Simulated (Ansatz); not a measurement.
# Bis(4-tert-butylphenyl)iodonium hydroxide (C20H27IO): geometry, orbitals and charge

What does bis(4-tert-butylphenyl)iodonium hydroxide (C20H27IO) look like as a singlet, and where do its frontier electrons sit?

Method: RKS PBE0-D4/def2-TZVP; program: Ansatz 0.2.0, Gaussian basis.

Levels to be run: relaxation at PBE-D4/def2-SVP; a single point at PBE0-D4/def2-TZVP.

## 1. Where the work starts

SMILES `CC(C)(C)c1ccc([I+]c2ccc(C(C)(C)C)cc2)cc1.[OH-]`, 49 atoms, charge 0, spin multiplicity 1.

Atoms are counted from 1 here; the program's logs count them from 0.

Bond lengths: C1–C2 1.535 Å, C1–H22 1.088 Å, C1–H23 1.086 Å, C1–H24 1.088 Å, C2–C3 1.532 Å, C2–C4 1.536 Å, C2–C5 1.521 Å, C3–H25 1.088 Å, C3–H26 1.088 Å, C3–H27 1.088 Å, C4–H28 1.087 Å, C4–H29 1.088 Å, C4–H30 1.088 Å, C5–C6 1.393 Å, C5–C21 1.391 Å, C6–C7 1.383 Å, C6–H31 1.080 Å, C7–C8 1.383 Å and more. Angles: C2–C1–H22 110.3°, C2–C1–H23 111.7°, C2–C1–H24 109.9°, H22–C1–H23 108.4°, H22–C1–H24 108.4°, H23–C1–H24 108.1°, C1–C2–C3 107.9°, C1–C2–C4 109.9°, C1–C2–C5 109.6°, C3–C2–C4 108.4°, C3–C2–C5 112.7°, C4–C2–C5 108.4°, C2–C3–H25 109.4°, C2–C3–H26 111.2°, C2–C3–H27 111.1°, H25–C3–H26 107.9°, H25–C3–H27 107.9°, H26–C3–H27 109.2° and more.

I takes a core potential in the def2 sets. No spin-orbit coupling is included.

The start is a GFN2-xTB geometry.

## 2. Relaxation at PBE-D4/def2-SVP

File in.yaml:

```yaml
crystal:
  periodic: [false, false, false]
  atoms:
    - {symbol: C, position_ang: [6.829460, 0.897660, -1.495200]}
    - {symbol: C, position_ang: [6.464010, 0.100490, -0.235230]}
    - {symbol: C, position_ang: [7.191910, 0.738140, 0.952020]}
    - {symbol: C, position_ang: [6.948180, -1.350500, -0.377130]}
    - {symbol: C, position_ang: [4.953050, 0.088480, -0.058560]}
    - {symbol: C, position_ang: [4.145840, -0.414570, -1.076460]}
    - {symbol: C, position_ang: [2.769940, -0.474650, -0.945790]}
    - {symbol: C, position_ang: [2.162360, -0.023330, 0.211440]}
    - {symbol: I, position_ang: [-0.002950, -0.223170, 0.675040]}
    - {symbol: C, position_ang: [-2.172510, -0.169190, 0.403660]}
    - {symbol: C, position_ang: [-2.810970, -0.785590, -0.651240]}
    - {symbol: C, position_ang: [-4.193480, -0.763610, -0.737570]}
    - {symbol: C, position_ang: [-4.964730, -0.134550, 0.232750]}
    - {symbol: C, position_ang: [-6.484080, -0.088410, 0.180650]}
    - {symbol: C, position_ang: [-7.047960, -0.759150, 1.441170]}
    - {symbol: C, position_ang: [-7.053610, -0.810590, -1.043580]}
    - {symbol: C, position_ang: [-6.940240, 1.376700, 0.128190]}
    - {symbol: C, position_ang: [-4.299890, 0.471930, 1.296440]}
    - {symbol: C, position_ang: [-2.921170, 0.454620, 1.385970]}
    - {symbol: C, position_ang: [2.947880, 0.474280, 1.235020]}
    - {symbol: C, position_ang: [4.324710, 0.531670, 1.100130]}
    - {symbol: H, position_ang: [6.487480, 1.926730, -1.402660]}
    - {symbol: H, position_ang: [6.381620, 0.466750, -2.386230]}
    - {symbol: H, position_ang: [7.909260, 0.904550, -1.628260]}
    - {symbol: H, position_ang: [8.260990, 0.763650, 0.749370]}
    - {symbol: H, position_ang: [7.037320, 0.163740, 1.862600]}
    - {symbol: H, position_ang: [6.857410, 1.760840, 1.112800]}
    - {symbol: H, position_ang: [6.515700, -1.826410, -1.253190]}
    - {symbol: H, position_ang: [8.031810, -1.377600, -0.472190]}
    - {symbol: H, position_ang: [6.663050, -1.929110, 0.499420]}
    - {symbol: H, position_ang: [4.589330, -0.776910, -1.992190]}
    - {symbol: H, position_ang: [2.174550, -0.886340, -1.748760]}
    - {symbol: H, position_ang: [-2.227730, -1.274250, -1.415650]}
    - {symbol: H, position_ang: [-4.658260, -1.256280, -1.576350]}
    - {symbol: H, position_ang: [-6.745830, -0.228320, 2.339810]}
    - {symbol: H, position_ang: [-8.135360, -0.772270, 1.402080]}
    - {symbol: H, position_ang: [-6.692740, -1.785010, 1.514510]}
    - {symbol: H, position_ang: [-6.697520, -0.354080, -1.964520]}
    - {symbol: H, position_ang: [-6.783250, -1.864430, -1.038830]}
    - {symbol: H, position_ang: [-8.139880, -0.742540, -1.032420]}
    - {symbol: H, position_ang: [-8.027020, 1.431850, 0.118140]}
    - {symbol: H, position_ang: [-6.580390, 1.935020, 0.988140]}
    - {symbol: H, position_ang: [-6.561840, 1.854290, -0.773160]}
    - {symbol: H, position_ang: [-4.861510, 0.967480, 2.074650]}
    - {symbol: H, position_ang: [-2.418900, 0.923040, 2.220970]}
    - {symbol: H, position_ang: [2.471720, 0.812990, 2.144970]}
    - {symbol: H, position_ang: [4.899240, 0.925470, 1.922390]}
    - {symbol: O, position_ang: [-0.189370, 0.311810, -1.309430]}
    - {symbol: H, position_ang: [0.594380, 0.788690, -1.577720]}
basis:
  gaussian: {orbitals: def2-SVP, fitting: {mean_field: def2-universal-jkfit}}
hamiltonian: {xc: pbe, dispersion: d4}
scf: {lower_state_search: "off"}
output: {orbitals: {seedname: orbitals}}
relax: {f_tol: 0.03, max_steps: 70}
```

Run with:

```console
$ ansatz run in.yaml --threads 2 --pin off --events-out ev --progress --plain --max-ram 32768MiB --backend cuda --devices 0, --max-vram 18GiB
```

Further steps of the session: Single point, PBE0-D4/def2-TZVP.

**Question.** What will the summary of the whole plan be? Wanted: point group; commonest bond, hydrogen aside; HOMO, LUMO at PBE0-D4/def2-TZVP; dipole at PBE-D4/def2-SVP.

**Answer**, as computed:

```
                       quantity                           value
                    point group                              C1
 commonest bond, hydrogen aside  C–C, 20 of mean length 1.460 Å
HOMO, LUMO at PBE0-D4/def2-TZVP                 -6.36, -2.21 eV
      dipole at PBE-D4/def2-SVP                          1.45 D
```

**Reading.** The molecule keeps its bonding pattern by the stored test; the atoms moved 0.26 Å (rms). No usable vibrations, so a minimum isn't proven. The HOMO lies nearest to C8, C10 about 21 % each; I9 20 % and the LUMO to I9 38 %; O48 22 %. The point group is read from a loosely relaxed geometry; soft torsions can leave it below the true symmetry.
